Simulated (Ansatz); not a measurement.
This script drives Ansatz's Python interface.

`defect_zrb2.py`:
```python
import warnings

import ansatz as az
import numpy as np
from pymatgen.core import Lattice, Structure
from pymatgen.io.ase import AseAtomsAdaptor

FILLING = "Fermi-Dirac"
SMEARING_WIDTH = 0.15
CUTOFF_EV = 550
KGRID = (2, 2, 3)
XC = "PBE"

warnings.simplefilter("ignore", az.DeckWarning)

pmg_structure = Structure(
    Lattice([(3.17, 0.0, 0.0), (-1.585, 2.745301, 0.0), (0.0, 0.0, 3.533)]),
    ["Zr", "B", "B"],
    [
        (0.0, 0.0, 0.0),
        (1 / 3, 2 / 3, 0.5),
        (2 / 3, 1 / 3, 0.5),
    ],
)
zrb2 = az.Crystal.from_ase(AseAtomsAdaptor.get_atoms(pmg_structure))
host = zrb2.supercell(2, 2, 1)
defective = host.vacancy("B", at=(1 / 3, 2 / 3, 0.5))

def with_settings(structure):
    return (
        structure.calculation()
        .occupations(FILLING, width=SMEARING_WIDTH)
        .basis(CUTOFF_EV)
        .kpoints(*KGRID)
        .functional(XC)
        .band_table()
    )


perfect = with_settings(host).run(threads=1).report
setup = (
    with_settings(defective)
    .relax(force_tolerance=0.03, max_steps=25)
)
res = setup.run(threads=1)
summary = res.report

n_host, n_defect = len(perfect["lattice"]["sites"]), len(summary["lattice"]["sites"])
print(f"perfect cell: {n_host} atoms, F = {perfect['free_energy_ev']:.4f} eV")
print(f"defect cell:  {n_defect} atoms, F = {summary['free_energy_ev']:.4f} eV")
print(f"difference {summary['free_energy_ev'] - perfect['free_energy_ev']:.4f} eV (no chemical potentials)")

pull = np.linalg.norm(summary["forces_ev_ang"], axis=1)
for atom in np.argsort(-pull)[:5]:
    print(f"force on {res.lattice.sites[atom].symbol}{atom}: {pull[atom]:.3f} eV/A")

start = np.array([site.position for site in defective.resolved().sites])
step = np.array([site.position_frac for site in res.lattice.sites]) - start
moved = np.linalg.norm((step - np.round(step)) @ res.lattice.cell_ang, axis=1)
print("relaxation by atom (A):", " ".join(f"{site.symbol}:{d:.3f}" for site, d in zip(res.lattice.sites, moved)))
```

It is started by `python defect_zrb2.py`. How long does it take on 1 thread of Intel(R) Xeon(R) Platinum 8259CL CPU @ 2.50GHz (Skylake/Cascade Lake), on a shared host, and how much memory does it need?

It took about 26 s, with a peak of 0.56 GiB, for 2 runs of the engine.

```console
$ python defect_zrb2.py
perfect cell: 12 atoms, F = -17994.7860 eV
defect cell:  11 atoms, F = -17835.3269 eV
difference 159.4591 eV (no chemical potentials)
force on Zr0: 0.001 eV/A
force on Zr2: 0.001 eV/A
force on Zr8: 0.001 eV/A
force on B6: 0.000 eV/A
force on B9: 0.000 eV/A
relaxation by atom (A): Zr:0.004 B:0.075 Zr:0.004 B:0.010 B:0.075 Zr:0.000 B:0.010 B:0.075 Zr:0.004 B:0.010 B:0.000
```

What to keep in mind:
- Total energies depend on the potentials; only differences at equal settings carry meaning. A total without «per atom» is that of the whole cell that was run.
- The run is spin-unpolarised.
- For a metal this mesh is far too coarse, so the numbers only illustrate the procedure.
- The smearing is wide enough that free energy and stress hold a thermal part of the electrons.
- The difference holds no chemical potentials.
- Errors of mesh and smearing per atom add up over the supercell, so the energy can be off by tenths of an eV.
- The structure is a deposited one; some such entries were measured under pressure or heat, so a shift against it needn't be the functional's error alone.
- The supercell is small, so the defect meets its images and the energies aren't those of an isolated defect; a partly filled defect level may also lower its energy by spin or distortion. For a charged cell the difference holds no correction, alignment or term for the electrons' reservoir.
